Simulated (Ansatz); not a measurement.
# CoSi4Ru3: properties of a relaxed candidate, part 2 of 2

This session takes a relaxed cell of CoSi4Ru3 and sets out to see how the gap depends on the level of theory.

Ansatz 0.2.0; DFT PBE, scalar-relativistic, plane waves, PAW. The steps go on from the part before.

## 3. The same geometry with LDA

The input, input.yaml:

```yaml
crystal:
  lattice:
    - [-2.0641016998, 2.0641016998, 5.7832067797]
    - [2.0641016998, -2.0641016998, 5.7832067797]
    - [2.0641016998, 2.0641016998, -5.7832067797]
  atoms:
    - { symbol: Co, position: [0.0, 0.0, 0.0], spin: 0.7 }
    - { symbol: Si, position: [0.1225174423, 0.6225174423, 0.5] }
    - { symbol: Si, position: [0.6225174423, 0.1225174423, 0.5] }
    - { symbol: Si, position: [0.8774825577, 0.3774825577, 0.5] }
    - { symbol: Si, position: [0.3774825577, 0.8774825577, 0.5] }
    - { symbol: Ru, position: [0.5, 0.5, 0.0], spin: 0.23 }
    - { symbol: Ru, position: [0.7509400536, 0.7509400536, 0.0] }
    - { symbol: Ru, position: [0.2490599464, 0.2490599464, 0.0] }
basis:
  ecutwfc: 420
kpoints:
  mp_grid: { grid: [12, 12, 12] }
  band_path:
    path:
      - [[0.0, 0.0, 0.0], [0.0, 0.0, 0.5], [0.25, 0.25, 0.25], [0.0, 0.5, 0.0], [0.0, 0.0, 0.0], [0.5, 0.5, -0.5], [0.28184672, 0.71815328, -0.28184672]]
      - [[-0.28184672, 0.28184672, 0.28184672], [0.0, 0.0, 0.0]]
      - [[0.0, 0.0, 0.5], [-0.06369345, 0.06369345, 0.5]]
      - [[0.5, 0.5, -0.06369345], [0.5, 0.5, -0.5]]
    npoints: 14
hamiltonian:
  xc: lda
scf:
  occupations: { method: gaussian, width: 0.1 }
  n_extra_bands: 20
output:
  forces: true
  stress: true
  eigenvalues: true
  populations: true
  dos: { projected: true, de: 0.02, nscf_kmesh: { grid: [15, 15, 15] } }
  bader: true
  write_density: true
  write_potential: true
  elf: true
  volumetric_format: npy
magnetization:
  spin_polarized: true
```

The run is started by

```bash
$ ansatz run input.yaml --threads 4 --pin off --max-ram 8192MiB --backend cpu --events-out ev --progress --plain --runs-dir out
```

The log of the run:

```text
Warning: RAYON_NUM_THREADS=4 ignored (pool sized by the plan → 4); use --threads N
scf.n_extra_bands = 20 over 41 filled bands (N_el = 81.0): the run solves 61 bands
Engine: ansatz 0.2.0, x86_64-unknown-linux-gnu
Pseudopotentials: kind: paw
Pseudopotential: Co, paw, valence charge 17, recommended cutoff 420 eV (normal), Co.paw.azcp
Pseudopotential: Si, paw, valence charge 4, recommended cutoff 420 eV (normal), Si.paw.azcp
Pseudopotential: Ru, paw, valence charge 16, recommended cutoff 420 eV (normal), Ru.paw.azcp
Functional definition: SPW92
  exchange = slater_x
  correlation = pw_c
Crystal: 8 atoms, lattice volume = 98.558 Å³
Basis set: ecut = 420 eV, 1935 PW (Γ)
Bands: 61, of which v1, the nominal top of the filled ones, is band 41 counted from 1 (40 counted from 0)
Symmetry: 16 space group operations
Space group: I4/mmm (ITA 139), of the structure as read, at distance tolerance 4.6e-5 Å
Magnetic group: BNS 139.531 (UNI 1191), of the structure as read, at distance tolerance 4.6e-5 Å
k-points: 163 of 1728
Non-local potential: Co, projectors of the file, l = 0: 3, l = 1: 2, l = 2: 3, l = 3: 1
Non-local potential: Si, projectors of the file, l = 0: 2, l = 1: 2, l = 2: 2
Non-local potential: Ru, projectors of the file, l = 0: 3, l = 1: 2, l = 2: 2, l = 3: 1
PAW form: soft (Blöchl's): semilocal exchange-correlation on the pseudo side does not see the compensation charge
PAW frozen core: Co, regenerated for the run's functional, and the local potential with it (the file was generated under x = pbe(κ = 0.804, μ = 0.2195149727645171), c = pbe(β = 0.06672455060314922))
PAW frozen core: Si, regenerated for the run's functional, and the local potential with it (the file was generated under x = pbe(κ = 0.804, μ = 0.2195149727645171), c = pbe(β = 0.06672455060314922))
PAW frozen core: Ru, regenerated for the run's functional, and the local potential with it (the file was generated under x = pbe(κ = 0.804, μ = 0.2195149727645171), c = pbe(β = 0.06672455060314922))
PAW one-centre angular grid: Co, 590 points (default); XC on 64 Gauss nodes
PAW one-centre angular grid: Si, 110 points (default); XC on 64 Gauss nodes
PAW one-centre angular grid: Ru, 590 points (default); XC on 64 Gauss nodes
Initial density: superposition of atomic densities (chi_scale 0.1, normalization cell)
Starting moments: Σ|m| = 0.93 μB on 2 of 8 sites
Initial wavefunctions: pseudopotential atomic-orbital guess
Functional: x = slater, c = lda
SCF iter   1: F=—  HF=-24778.861524 eV  |F-HF|=—  |Δ(HF+E_count)|=         —  Δρ=5.94e-2 (↑5.94e-2 ↓5.12e-2)  dr2=1.25e1  dr2_m=1.41e-1  M=0.446 μB ∫|m|=0.565 μB  β_m=0.30  ethr=3.10e-3  ⟨swp⟩=5.4  Hψ=77286  notcnv=0  defer=1069
Mixer restart at iter 1: flushing history
preconditioner: auto → Kerker (q_TF=auto, 2.641 Å⁻¹)  [metal: Δε(μ)=0.005 eV  Ē_g=9.826 eV  σ=0.100 eV  W_gap=0.03  n_scr=32 (ndim 8)  ℏωp=26.2 eV  f_vac=0.000  D(μ)=3.71/eV (n_scr^D=32)]
spin=Collinear: Kerker preconditioning applied to the charge; magnetization (m = ρ↑ − ρ↓) channel mixes plain (no charge-response kernel on spin).
SCF iter   2: F=—  HF=-24776.076729 eV  |F-HF|=—  |Δ(HF+E_count)|=    2.78e0  Δρ=2.94e-2 (↑2.67e-2 ↓2.94e-2)  dr2=3.38e0  dr2_m=2.39e-2  M=0.574 μB ∫|m|=0.692 μB  β_m=0.41  ethr=3.10e-3  ⟨swp⟩=2.1  Hψ=31084  notcnv=0  defer=4197
SCF iter   3: F=—  HF=-24776.513306 eV  |F-HF|=—  |Δ(HF+E_count)|=   4.37e-1  Δρ=1.14e-2 (↑1.00e-2 ↓1.14e-2)  dr2=4.30e-1  dr2_m=9.00e-3  M=0.609 μB ∫|m|=0.699 μB  β_m=0.47  ethr=3.10e-3  ⟨swp⟩=2.0  Hψ=27021  notcnv=0  defer=4205
SCF iter   4: F=—  HF=-24776.786658 eV  |F-HF|=—  |Δ(HF+E_count)|=   2.73e-1  Δρ=1.68e-2 (↑6.50e-3 ↓1.68e-2)  dr2=6.67e-1  dr2_m=3.89e-2  M=0.480 μB ∫|m|=0.556 μB  β_m=0.67  ethr=5.31e-4  ⟨swp⟩=2.1  Hψ=24716  notcnv=0  defer=4218
SCF iter   5: F=—  HF=-24776.935974 eV  |F-HF|=—  |Δ(HF+E_count)|=   1.49e-1  Δρ=7.36e-3 (↑3.94e-3 ↓7.36e-3)  dr2=1.33e-1  dr2_m=1.93e-2  M=0.377 μB ∫|m|=0.440 μB  β_m=0.84  ethr=5.31e-4  ⟨swp⟩=2.0  Hψ=26098  notcnv=0  defer=4312
SCF iter   6: F=—  HF=-24776.902894 eV  |F-HF|=—  |Δ(HF+E_count)|=   3.31e-2  Δρ=5.70e-3 (↑5.53e-3 ↓5.70e-3)  dr2=8.07e-2  dr2_m=3.97e-5  M=0.341 μB ∫|m|=0.393 μB  β_m=0.92  ethr=1.64e-4  ⟨swp⟩=2.1  Hψ=28438  notcnv=0  defer=4308
SCF iter   7: F=—  HF=-24776.914259 eV  |F-HF|=—  |Δ(HF+E_count)|=   1.14e-2  Δρ=3.85e-3 (↑2.87e-3 ↓3.85e-3)  dr2=2.97e-2  dr2_m=2.53e-4  M=0.376 μB ∫|m|=0.432 μB  β_m=0.96  ethr=9.97e-5  ⟨swp⟩=1.5  Hψ=20148  notcnv=0  defer=4303
SCF iter   8: F=—  HF=-24776.913642 eV  |F-HF|=—  |Δ(HF+E_count)|=   6.17e-4  Δρ=6.03e-4 (↑6.03e-4 ↓4.69e-4)  dr2=1.24e-4  dr2_m=2.46e-4  M=0.393 μB ∫|m|=0.451 μB  β_m=0.98  ethr=3.67e-5  ⟨swp⟩=2.0  Hψ=31774  notcnv=0  defer=4305
SCF iter   9: F=—  HF=-24776.913636 eV  |F-HF|=—  |Δ(HF+E_count)|=   6.11e-6  Δρ=3.86e-4 (↑3.86e-4 ↓2.63e-4)  dr2=6.91e-5  dr2_m=8.26e-5  M=0.399 μB ∫|m|=0.459 μB  β_m=0.99  ethr=1.53e-7  ⟨swp⟩=2.0  Hψ=33925  notcnv=0  defer=4289
SCF iter  10: F=—  HF=-24776.913647 eV  |F-HF|=—  |Δ(HF+E_count)|=   1.14e-5  Δρ=3.21e-4 (↑3.21e-4 ↓2.14e-4)  dr2=2.62e-5  dr2_m=6.21e-5  M=0.406 μB ∫|m|=0.466 μB  β_m=0.99  ethr=8.53e-8  ⟨swp⟩=2.0  Hψ=31512  notcnv=0  defer=4288
SCF iter  11: F=—  HF=-24776.913641 eV  |F-HF|=—  |Δ(HF+E_count)|=   6.00e-6  Δρ=1.25e-4 (↑1.12e-4 ↓1.25e-4)  dr2=3.54e-6  dr2_m=1.17e-5  M=0.415 μB ∫|m|=0.477 μB  β_m=1.00  ethr=3.24e-8  ⟨swp⟩=2.0  Hψ=27307  notcnv=0  defer=4289
SCF iter  12: F=—  HF=-24776.913642 eV  |F-HF|=—  |Δ(HF+E_count)|=   8.78e-7  Δρ=8.53e-5 (↑4.35e-5 ↓8.53e-5)  dr2=5.57e-6  dr2_m=3.21e-6  M=0.424 μB ∫|m|=0.488 μB  β_m=0.97  ethr=4.37e-9  ⟨swp⟩=2.0  Hψ=33286  notcnv=0  defer=4289
SCF iter  13: F=—  HF=-24776.913642 eV  |F-HF|=—  |Δ(HF+E_count)|=   1.53e-8  Δρ=1.04e-5 (↑1.04e-5 ↓1.02e-5)  dr2=4.09e-7  dr2_m=4.94e-10  M=0.421 μB ∫|m|=0.485 μB  β_m=0.99  ethr=4.37e-9  ⟨swp⟩=2.3  Hψ=28803  notcnv=0  defer=4289
SCF iter  14: F=—  HF=-24776.913642 eV  |F-HF|=—  |Δ(HF+E_count)|=   2.33e-8  Δρ=4.36e-6 (↑2.27e-6 ↓4.36e-6)  dr2=2.13e-8  dr2_m=7.58e-9  M=0.421 μB ∫|m|=0.485 μB  β_m=0.99  ethr=5.05e-10  ⟨swp⟩=2.0  Hψ=23464  notcnv=0  defer=4289
SCF iter  15: F=—  HF=-24776.913642 eV  |F-HF|=—  |Δ(HF+E_count)|=   3.94e-9  Δρ=2.90e-6 (↑2.90e-6 ↓2.23e-6)  dr2=4.09e-9  dr2_m=5.61e-9  M=0.421 μB ∫|m|=0.485 μB  β_m=0.99  ethr=2.63e-11  ⟨swp⟩=2.0  Hψ=30923  notcnv=0  defer=4289
SCF iter  16: F=-24776.913642 eV  HF=-24776.913642 eV  |F-HF|=8.49e-9  |Δ(HF+E_count)|=  7.49e-10  Δρ=2.09e-6 (↑1.21e-6 ↓2.09e-6)  dr2=9.22e-9  dr2_m=1.95e-10  M=0.421 μB ∫|m|=0.485 μB  ethr=5.04e-12  ⟨swp⟩=11.2  Hψ=138611  notcnv=0
SCF 1 converged in 16 iterations: F = -24776.913642 eV  dr2 = 9.22e-9
NSCF: frozen V_eff on 130 k-points
NSCF: frozen V_eff on 288 k-points
SCF converged after 16 iterations
Magnetization: 0.4213 μB (40.7107 up, 40.2893 down)
Absolute magnetization: 0.4852 μB (∫|ρ↑−ρ↓|, with the PAW one-centre terms)
Spin contamination: 0.0187 ħ² per cell (⟨S²⟩ above its minimum at these occupations)
Per-site moments (μB) at R_I (Å): [(0.3089888023838931, 1.032787688382391), (0.0003283762100096129, 1.032787688382391), (0.00032837621000954915, 1.032787688382391), (0.0003283762100095635, 1.032787688382391), (0.0003283762100096545, 1.032787688382391), (0.11274282280603581, 1.032787688382391), (0.0005999808950880959, 1.0437771467134438), (0.0005999808950877566, 1.0437771467134442)]
Free energy (F): -24776.913642 eV
Harris-Foulkes:  -24776.913642 eV  (|F-HF|=8.49e-9)
Internal energy: -24776.892395 eV  (E = F + TS)
E sigma→0 (E₀):  -24776.903019 eV
Entropy (-TS):   -0.021246 eV (-2.656 meV/atom)
Fermi energy:    18.410620 eV
--- Per-component energies (eV) ---
  E_band       = -480.321735
  E_kinetic    = 2187.228318
  E_local      = -8628.700027  (includes V_loc(G=0)·N_el)
  E_nonlocal   = 1613.025917
  E_hartree    = 3326.990512
  E_xc         = -956.180157
  E_vxc        = -1124.198861  (∫ρ·V_xc dr)
  E_paw        = -13424.821806  (= ΣΔE_a)
  E_vpaw       = -1181.651741  (= ΣTr[D̂ρ^β])
  E_aug_tail   = -0.000755  (compensation charges beyond the density's cutoff)
  E_ewald      = -8896.905025
  E_core_change = 2.470628  (= ΣΔE_core)
  E_smearing   = -0.021246  (= −TS)
  E_closure    = 0.000000  (closes the sum)
  Σ components = -24776.913642   (vs F -24776.913642, Δ=0.00e0)
--- Forces (eV/Å), atoms counted from 1 ---
  atom   1  Co     0.00000000     0.00000000    -0.00000000
  atom   2  Si    -0.00000000     0.00000000     0.00570431
  atom   3  Si    -0.00000000     0.00000000     0.00570431
  atom   4  Si     0.00000000     0.00000000    -0.00570431
  atom   5  Si     0.00000000    -0.00000000    -0.00570431
  atom   6  Ru     0.00000000    -0.00000000     0.00000000
  atom   7  Ru    -0.00000000     0.00000000    -0.02690684
  atom   8  Ru     0.00000000     0.00000000     0.02690684
  max |Σ_I F_I| component: 6.94e-18 eV/Å
--- Stress (GPa, compression-positive) ---
      -11.605916      -0.000000      -0.000000
       -0.000000     -11.605916      -0.000000
       -0.000000      -0.000000     -11.666676
  P = ⅓ Tr σ = -11.6262 GPa (-116.262 kbar)
--- Band table (eV; the first three rows and the last of 326) ---
  k-point 0 ↑: bands = ["-76.1630", "-54.5254", "-54.4801", "-54.4764", "-39.8844", "-39.8844", "-39.8810", "-24.7467", "-24.7452", "-24.7452", "-24.6233", "-24.6233", "-24.5991", "-24.5318", "-24.5073", "-24.5073", "5.0658", "8.8410", "9.7939", "10.0119", "10.2065", "12.1060", "12.1060", "12.6565", "12.6565", "13.4039", "13.4851", "14.6244", "15.2100", "15.2100", "15.5028", "15.7925", "17.0214", "17.1842", "17.1842", "17.5459", "17.9085", "17.9723", "17.9723", "18.0753", "18.3505", "18.3505", "18.4050", "18.8409", "18.9496", "20.7979", "20.7979", "21.0503", "21.0966", "22.3708", "23.1372", "24.0731", "24.7210", "25.9910", "25.9910", "27.1951", "27.1951", "27.3124", "27.3448", "27.5339", "27.5339"]
  k-point 1 ↑: bands = ["-76.1630", "-54.5240", "-54.4816", "-54.4763", "-39.8844", "-39.8844", "-39.8809", "-24.7476", "-24.7452", "-24.7279", "-24.6240", "-24.6237", "-24.6010", "-24.5313", "-24.5256", "-24.5056", "5.1969", "8.8626", "9.7744", "10.0468", "10.1559", "12.0886", "12.2435", "12.6024", "12.6649", "13.4157", "13.5291", "14.6625", "15.0602", "15.2491", "15.5583", "15.7816", "16.8667", "16.9960", "17.1262", "17.1970", "17.3694", "17.5928", "17.8391", "18.2001", "18.3028", "18.3512", "18.7186", "18.9156", "19.3147", "20.2833", "21.0865", "21.3486", "21.6696", "22.8377", "23.2488", "23.8946", "24.4226", "25.9152", "26.2210", "26.4872", "27.0965", "27.1765", "27.3207", "27.4050", "27.6208"]
  k-point 2 ↑: bands = ["-76.1630", "-54.5201", "-54.4855", "-54.4762", "-39.8845", "-39.8845", "-39.8809", "-24.7541", "-24.7408", "-24.6805", "-24.6268", "-24.6248", "-24.6063", "-24.5748", "-24.5296", "-24.5012", "5.5840", "8.9218", "9.6884", "9.6995", "10.5743", "12.0031", "12.4207", "12.5670", "12.7607", "13.3135", "13.6794", "14.7424", "14.7708", "15.3628", "15.6555", "15.7825", "16.3720", "16.4566", "16.5305", "16.6155", "16.9884", "17.2294", "17.4462", "17.8665", "18.4020", "18.9064", "19.0046", "19.3586", "19.4749", "19.4761", "21.8158", "22.0639", "23.0599", "23.1991", "23.5148", "23.9872", "24.1195", "25.0818", "26.0664", "26.1197", "26.3537", "26.5256", "26.7064", "27.9272", "28.2538"]
  k-point 162 ↓: bands = ["-75.8044", "-54.5233", "-54.4802", "-54.3920", "-39.5426", "-39.5426", "-39.5240", "-24.7474", "-24.7474", "-24.6726", "-24.6551", "-24.5243", "-24.5243", "-24.5095", "-24.5095", "-24.4741", "6.1561", "6.3288", "9.0994", "11.5627", "11.5627", "11.6207", "12.7067", "12.9920", "13.5810", "13.8683", "13.8683", "14.3096", "14.5431", "15.2019", "15.8390", "15.8390", "15.8709", "15.8709", "16.3871", "16.3871", "17.2462", "17.5430", "18.2090", "18.2578", "18.9426", "18.9478", "19.0920", "20.6470", "20.6470", "20.7813", "20.9805", "21.8214", "22.6884", "22.6884", "23.0967", "23.0967", "23.9767", "24.2308", "24.2308", "24.5753", "25.3857", "25.9158", "27.7083", "28.8401", "29.1222"]
--- Löwdin populations: 8 sites ---
  site symbol       q [e]    m [muB]
     0     Co     16.5962     0.2966
     1     Si      3.8634     0.0045
     2     Si      3.8634     0.0045
     3     Si      3.8634     0.0045
     4     Si      3.8634     0.0045
     5     Ru     16.0983     0.1229
     6     Ru     16.0348    -0.0010
     7     Ru     16.0348    -0.0010
  spilling = 0.009657 (of n_electrons = 81.000000)
--- Bader charges: 8 sites ---
  site symbol  charge [e]  shift [e]    m [muB]
     0     Co     -0.2577     0.0004     0.3047
     1     Si      0.6498     0.0013    -0.0012
     2     Si      0.6499     0.0013    -0.0012
     3     Si      0.6499     0.0013    -0.0012
     4     Si      0.6499     0.0013    -0.0012
     5     Ru     -0.8929     0.0027     0.1216
     6     Ru     -0.7244     0.0015     0.0000
     7     Ru     -0.7244     0.0015     0.0000
  estimated error of the sums over rays = 7.0e-4 e
```

Run time: 4.6 min. Hardware: 4 threads of Intel Xeon at 2.50GHz (Skylake/Cascade Lake), shared host; peak memory 1.7 GiB.

Site by site:

| atom | moment in the atom's sphere (μB) | Löwdin electrons | Bader charge (e) | Bader volume (Å³) |
| --- | --- | --- | --- | --- |
| Co1 | 0.31 | 16.60 | -0.26 | 11.4 |
| Si2 | 0.00 | 3.86 | +0.65 | 10.2 |
| Si3 | 0.00 | 3.86 | +0.65 | 10.2 |
| Si4 | 0.00 | 3.86 | +0.65 | 10.2 |
| Si5 | 0.00 | 3.86 | +0.65 | 10.2 |
| Ru6 | 0.11 | 16.10 | -0.89 | 15.7 |
| Ru7 | 0.00 | 16.03 | -0.72 | 15.3 |
| Ru8 | 0.00 | 16.03 | -0.72 | 15.3 |

The Löwdin counts miss 0.78 of the 81 electrons, which the atomic orbitals do not span, so they are no charges.

From bands.tsv, the levels nearest the Fermi level at the path's corners, in eV from the Fermi level:

```
point  band 39 dn  band 40 up  band 40 dn  band 41 up  band 41 dn  band 42 up  band 42 dn  band 43 up
    Γ       -0.31       -0.34       -0.19       -0.06       -0.01       -0.06       -0.01       -0.01
    X       -1.66       -0.96       -0.86       -0.38       -0.09       -0.23        0.02        0.77
    P       -1.14       -1.23       -1.14       -0.38       -0.10       -0.23        0.02        0.71
    N       -1.88       -1.85       -1.66        0.57        0.75        1.01        1.11        1.45
    Γ       -0.31       -0.34       -0.19       -0.06       -0.01       -0.06       -0.01       -0.01
    M       -0.20       -0.42       -0.15        0.48        0.53        0.54        0.54        0.68
    S       -1.81       -0.87       -0.82        0.40        0.59        0.51        0.61        0.92
   S0       -1.81       -0.87       -0.82        0.40        0.59        0.51        0.61        0.92
    Γ       -0.31       -0.34       -0.19       -0.06       -0.01       -0.06       -0.01       -0.01
    X       -1.66       -0.96       -0.86       -0.38       -0.09       -0.23        0.02        0.77
    R       -1.67       -1.03       -0.94       -0.35       -0.08       -0.23        0.02        0.76
    G       -1.67       -1.03       -0.94       -0.35       -0.08       -0.23        0.02        0.76
    M       -0.20       -0.42       -0.15        0.48        0.53        0.54        0.54        0.68
```

States per cell in windows of 1 eV, from dos.tsv and pdos.tsv (zero at the Fermi level):

| from | to | total | Co 3d | Si 3s | Si 3p | Ru 4d |
| --- | --- | --- | --- | --- | --- | --- |
| -8 | -7 | 1.13 | 0.03 | 0.13 | 0.54 | 0.30 |
| -7 | -6 | 3.99 | 0.13 | 0.15 | 1.86 | 1.55 |
| -6 | -5 | 4.70 | 0.22 | 0.12 | 1.95 | 2.20 |
| -5 | -4 | 5.71 | 0.52 | 0.03 | 1.81 | 3.20 |
| -4 | -3 | 5.57 | 0.98 | 0.03 | 0.60 | 3.70 |
| -3 | -2 | 10.35 | 2.70 | 0.13 | 1.09 | 5.97 |
| -2 | -1 | 7.53 | 2.78 | 0.16 | 0.60 | 3.66 |
| -1 | 0 | 2.17 | 0.62 | 0.21 | 0.34 | 0.85 |
| 0 | 1 | 5.40 | 0.99 | 0.43 | 1.26 | 2.43 |
| 1 | 2 | 3.11 | 0.17 | 0.52 | 1.05 | 1.12 |
| 2 | 3 | 3.39 | 0.20 | 0.92 | 1.11 | 0.78 |
| 3 | 4 | 3.57 | 0.15 | 0.52 | 1.38 | 0.65 |
| 4 | 5 | 3.64 | 0.12 | 0.19 | 1.59 | 0.54 |
| 5 | 6 | 4.16 | 0.11 | 0.09 | 2.18 | 0.55 |

Below -8 eV lie 40 or so more states.

Axes a, b and c in the maps are those of this run's conventional cell (a, b, c = 4.128, 4.128, 11.566 Å).

Density in a lattice plane of the grid's cell (edges 4.13 and 11.57 Å, at 0.000 of the third edge), which holds Co and Si and Ru.

Values in e/Å³, 12 rows by 6 columns:
```
 0.53  0.33  0.39  0.23  0.39  0.34
 0.90  0.48  0.43  0.27  0.43  0.48
10.07  3.38  0.31  0.24  0.31  3.38
 0.82  0.46  0.42  0.27  0.42  0.46
 0.85  0.47  0.44  0.23  0.44  0.47
10.16  3.42  0.32  0.26  0.32  3.42
 0.85  0.47  0.44  0.23  0.44  0.47
 0.82  0.46  0.42  0.27  0.42  0.46
10.07  3.38  0.31  0.24  0.31  3.38
 0.90  0.48  0.43  0.27  0.43  0.48
 0.53  0.34  0.39  0.23  0.39  0.33
56.94  2.53  0.26  0.26  0.26  2.53
```
Columns run along the first of these edges and rows up along the second, over one cell in 6 and 12 even steps from the bottom left corner. Atoms in the plane (fractional): Co at (0.00, 0.00), Si at (0.50, 0.12), Si at (0.50, 0.62), Si at (0.50, 0.88), Si at (0.50, 0.38), Ru at (0.00, 0.50), Ru at (0.00, 0.75), Ru at (0.00, 0.25).

ELF in the same plane.

Values, 12 rows by 6 columns:
```
0.14 0.29 0.59 0.25 0.59 0.29
0.27 0.31 0.65 0.29 0.65 0.31
0.20 0.60 0.27 0.30 0.27 0.60
0.26 0.30 0.63 0.29 0.63 0.30
0.26 0.30 0.65 0.25 0.65 0.30
0.15 0.58 0.30 0.37 0.30 0.58
0.26 0.30 0.65 0.25 0.65 0.30
0.26 0.30 0.63 0.29 0.63 0.30
0.20 0.60 0.27 0.30 0.27 0.60
0.27 0.31 0.65 0.29 0.65 0.31
0.14 0.29 0.59 0.25 0.59 0.29
0.98 0.31 0.31 0.37 0.31 0.31
```
Columns run along the first of these edges and rows up along the second, over one cell in 6 and 12 even steps from the bottom left corner. Atoms in the plane (fractional): Co at (0.00, 0.00), Si at (0.50, 0.12), Si at (0.50, 0.62), Si at (0.50, 0.88), Si at (0.50, 0.38), Ru at (0.00, 0.50), Ru at (0.00, 0.75), Ru at (0.00, 0.25).

Both are smooth fields of the valence electrons: close to the nuclei they are not physical.

Spin density (up less down) in a lattice plane of the grid's cell (edges 4.13 and 11.57 Å, at 0.000 of the third edge), which holds Co and Si and Ru.

Ten even steps from '0' (0.00 e/Å³) to '9' (1.37 e/Å³):
```
10000000
00000000
00000000
00000000
00000000
00000000
00000000
00000000
00000000
00000000
00000000
00000000
00000000
00000000
00000000
00000000
00000000
00000000
10000000
90000000
```
Columns run along the first of these edges and rows up along the second, over one cell in 8 and 20 even steps from the bottom left corner. Atoms in the plane (fractional): Co at (0.00, 0.00), Si at (0.50, 0.12), Si at (0.50, 0.62), Si at (0.50, 0.88), Si at (0.50, 0.38), Ru at (0.00, 0.50), Ru at (0.00, 0.75), Ru at (0.00, 0.25).

Maxima of ELF outside the ion cores: 0.68 on the Si–Ru line, 0.9 Å from Si; 0.62 on the Si–Co line, 0.9 Å from Si.

## 4. Comparison of the levels of theory

| level | gap (eV) | pressure (GPa) | largest moment (μB) | CPU time | against the first |
| --- | --- | --- | --- | --- | --- |
| PBE | 0.00 | 0.0 | 0.64 | 12 min | × 1 |
| r2SCAN | 0.00 | -5.8 | 1.07 | 28 min | × 2.3 |
| LDA | 0.00 | -11.6 | 0.31 | 17 min | × 1.4 |

All at the geometry relaxed with the first.

## 5. Results

What follows sums up all 2 parts.

| quantity | value |
| --- | --- |
| gap (r2SCAN) | none (metal) |
| states at the Fermi level (r2SCAN) | 2.01 per eV per cell |
| Bader charges (r2SCAN) | Co -0.10, Si +0.64, Ru -0.96 to -0.75 e |
| gap (LDA) | none (metal) |
| states at the Fermi level (LDA) | 4.12 per eV per cell |
| Bader charges (LDA) | Co -0.26, Si +0.65, Ru -0.89 to -0.72 e |

What this shows: All levels find a metal. At this fixed cell LDA gives -11.6 GPa, so it would relax to a smaller volume. r2SCAN cost 2.3 times the CPU time of PBE on a shared host. Other magnetic orders or occupations could lie lower; they were not searched in full. Other magnetic orders were not searched.
